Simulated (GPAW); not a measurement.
Crystal: GaF.

```
Ga F
1.0
     3.16592    0.00000    0.00000
     0.00000    3.16592    0.00000
     0.00000    0.00000    3.16592
Ga F
1 1
Cartesian
  0.0000 0.0000 0.0000
  1.5830 1.5830 1.5830
```

The cell was built by a generator and needn't be a form met in nature.

Base run:

```yaml
Program: GPAW 26.7.0
Functional: LDA
Potentials_or_basis: the program's PAW data sets (release 1.2.1) made for this functional
Cutoff: 800 eV
Basis: pw
k_mesh: 8 × 8 × 8
Occupations: fermi-dirac, width 0.05 eV
Spin: no spin polarisation
```

Its results: band gap on the k mesh 0.36 eV, indirect (least direct gap 1.06 eV).

Question: The run is repeated on the same cell with these changes: functional from LDA to GLLB-SC; cutoff from 800 eV to 650 eV; k mesh from 8 × 8 × 8 to 7 × 7 × 7. What comes out?

Answer: Band gap on the k mesh, kohn-sham part alone 1.63 eV, indirect (least direct gap 2.76 eV).

Several settings changed at once, so the effect can't be laid on one alone.

Caveats: a model potential gives levels but no total energy (some runs); an odd mesh through Γ misses points on the zone boundary, where band edges often lie (some runs).

Not every run made on this cell is shown here.
